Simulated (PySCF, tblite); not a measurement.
**C₄H₉FOSi₂: geometry, infrared bands and NMR shifts**

What infrared bands and NMR shifts should C₄H₉FOSi₂ (`C=C[Si@H](F)C(=C)O[SiH3]`) show?

Computed with tblite 0.8.0 and PySCF 2.14.0, with density-fitted response routines of our own, on a single molecule in the gas phase. Atoms are numbered from 0 throughout.

## Step 1: The starting structure

17 atoms, charge 0, multiplicity 1; geometry from: force field or distance geometry start.

Bonds of the start (Å): C0–C1 1.32, C1–Si2 1.83, Si2–F3 1.68, Si2–C4 1.84, C4–C5 1.33, C4–O6 1.38, O6–Si7 1.73, C0–H8 1.10, C0–H9 1.10, C1–H10 1.09, Si2–H11 1.47, C5–H12 1.09, C5–H13 1.06, Si7–H14 1.48, Si7–H15 1.47, Si7–H16 1.48.

## Step 2: Relaxing the molecule with GFN2-xTB

Job settings and geometry (Å):

```
{"job": {"kind": "relax", "xc": "GFN2-xTB", "basis": "xTB"}, "charge": 0, "multiplicity": 1}
C      2.355300     1.235700     0.534500
C      2.461000     0.066300    -0.077500
Si     1.220000    -1.273100     0.018500
F      1.176400    -2.200800    -1.379400
C     -0.487700    -0.634100     0.292400
C     -1.511100    -1.473900     0.169100
O     -0.633500     0.700800     0.591600
Si    -2.211500     1.415600     0.530200
H      3.199500     1.926400     0.385400
H      1.483800     1.515900     1.139700
H      3.362300    -0.146700    -0.659000
H      1.498300    -2.156000     1.161400
H     -1.267300    -2.509500    -0.070000
H     -2.529800    -1.198000     0.307700
H     -2.268000     2.699500     1.258000
H     -2.733100     1.536700    -0.836200
H     -3.121700     0.507400     1.273000
```

Run with:

```
$ OMP_NUM_THREADS=1 python probes_run.py task.json out
```

The driver reads the jobs from task.json and runs them one after another.

**Question.** This job is followed by: GFN2-xTB harmonic vibrations, gas phase; GIAO PBE0/pcSseg-1 NMR shielding, non-relativistic, gas phase. What will the session give for the following? strongest single infrared mode (GFN2-xTB); zero-point energy (GFN2-xTB); 13C shifts against TMS (PBE0/pcSseg-1); 1H shifts against TMS (PBE0/pcSseg-1, means over atoms taken as alike); 29Si shifts against TMS (PBE0/pcSseg-1); 19F shifts against CFCl3 (PBE0/pcSseg-1); 17O shifts against H2O (PBE0/pcSseg-1); surface potential, 1st and 99th percentile.

As calculated:

```
                                                              quantity                                         value
                             strongest single infrared mode (GFN2-xTB)                          825 cm⁻¹, 393 km/mol
                                          zero-point energy (GFN2-xTB)                                 70.5 kcal/mol
                                13C shifts against TMS (PBE0/pcSseg-1)                168.4, 144.9, 141.9, 108.3 ppm
1H shifts against TMS (PBE0/pcSseg-1, means over atoms taken as alike)  6.56, 6.54, 6.44, 5.37, 5.24, 5.18, 4.98 ppm
                               29Si shifts against TMS (PBE0/pcSseg-1)                              -19.1, -45.0 ppm
                              19F shifts against CFCl3 (PBE0/pcSseg-1)                                    -210.9 ppm
                                17O shifts against H2O (PBE0/pcSseg-1)                                      95.2 ppm
                                 surface potential, 1st and 99th percentile                            -1.10 V and 1.25 V
```

What this shows: The optimisation took 184 steps and gained 0.688 eV; among the close pairs (by a distance rule), O6–Si7 changed most, from 1.733 to 1.625 Å. No mode is imaginary among the 45: a minimum at this level. The strongest single mode, at 825 cm⁻¹, is spread over several atoms, H15, H16, H14, Si7 among them. Unscaled tight-binding wavenumbers are off by several per cent, some by more. Its intensities can rank the bands wrongly. The most deshielded hydrogen is H10 (hydrogen on an alkene CH), at 6.56 ppm: olefinic region. At PBE0/pcSseg-1: Shielding is most anisotropic at C0 (span 257 ppm, paramagnetic term -215 ppm). At PBE0/pcSseg-1, counted by nearest atom on the grid, the HOMO lies on C5 37 %; C4 23 %, the LUMO on C0, C1 about 25 % each; Si2 8 %.
